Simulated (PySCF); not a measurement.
**SnBr⁺ with other numerical set-ups**

Which parts of the numerical set-up matter for SnBr⁺? Each run edits the base script.

Computed with PySCF 2.14.0. Level: each script names its method and basis.

3 further runs of the same task are left out: 1 for a known fault of the program, 2 that didn't finish.

## 1. Starting geometry

SnBr⁺: 2 atoms, charge 1, spin multiplicity 1.

Bond lengths: Sn1–Br2 2.565 Å.

## 2. The base run

input.py

```python
from pyscf import gto, scf, mcscf

mol = gto.M(
    atom='Sn 0 0 0; Br 0 0 2.565',
    basis='lanl2dz',
    ecp={'Sn': 'lanl2dz', 'Br': 'lanl2dz'},
    charge=1,
    spin=0,
    verbose=4,
)
mf = scf.ROHF(mol)
mf.kernel()
mc = mcscf.CASSCF(mf, 5, 6)
mc.kernel()
mc.analyze()
mf.dip_moment()
print('orbital energies (hartree):', mf.mo_energy[..., max(0, mol.nelec[1]-3):mol.nelec[0]+3].round(4))
```

Launch:

```
> OMP_NUM_THREADS=1 python input.py
```

Its log is not repeated here.

Base result: E(SCF) = -15.952440 Eh, 8 cycles, E(CAS) − E(SCF) = -0.02523 Eh.

The bond length is a typed value, not an optimised one. The dipole of an ion depends on the origin.

## 3. Sbkjc

Variant 1 changes basis set: lanl2dz → sbkjc. The core potential changes with it: totals don't compare.

input.py

```python
from pyscf import gto, scf, mcscf

mol = gto.M(
    atom='Sn 0 0 0; Br 0 0 2.565',
    basis='sbkjc',
    ecp={'Sn': 'sbkjc', 'Br': 'sbkjc'},
    charge=1,
    spin=0,
    verbose=4,
)
mf = scf.ROHF(mol)
mf.kernel()
mc = mcscf.CASSCF(mf, 5, 6)
mc.kernel()
mc.analyze()
mf.dip_moment()
print('orbital energies (hartree):', mf.mo_energy[..., max(0, mol.nelec[1]-3):mol.nelec[0]+3].round(4))
```

Launch:

```
> OMP_NUM_THREADS=1 python input.py
```

## 4. Sto-3g (core potential off)

Variant 2 changes basis set: lanl2dz → sto-3g; core potential: on → off. The core potential changes with it: totals don't compare.

Edit input.py of step 2 so:

```diff
@@ -4,4 +4,3 @@
     atom='Sn 0 0 0; Br 0 0 2.565',
-    basis='lanl2dz',
-    ecp={'Sn': 'lanl2dz', 'Br': 'lanl2dz'},
+    basis='sto-3g',
     charge=1,
```

## 5. Cartesian functions on

Variant 3 changes Cartesian functions: off → on.

Edit input.py of step 2 so:

```diff
@@ -8,2 +8,3 @@
     spin=0,
+    cart=True,
     verbose=4,
```

## 6. Density fitting weigend

Variant 4 changes density fitting: none → weigend.

Edit input.py of step 2 so:

```diff
@@ -11,2 +11,3 @@
 mf = scf.ROHF(mol)
+mf = mf.density_fit(auxbasis='weigend')
 mf.kernel()
```

**Question.** What will these runs give? Wanted: for each run, E(SCF); from base; after the SCF.

As calculated:

```
                        run  E(SCF) (hartree)  from base (eV)  cycles  functions                 after the SCF
                       base        -15.952440               0       8         16  CASSCF correlation -0.686 eV
                      sbkjc        -16.192647  not comparable       8         16  CASSCF correlation -0.676 eV
sto-3g (core potential off)      -8507.824148  not comparable       8         45  CASSCF correlation -0.804 eV
     Cartesian functions on        -15.952440          0.0000       8         16  CASSCF correlation -0.686 eV
    density fitting weigend        -15.951961  not comparable       8         16  CASSCF correlation -0.941 eV
```

**Reading.** No change of the SCF energy comes from Cartesian functions on. The basis has no d shells, so the Cartesian switch can't act. Rows marked «poor choice» come from settings spoiled on purpose.
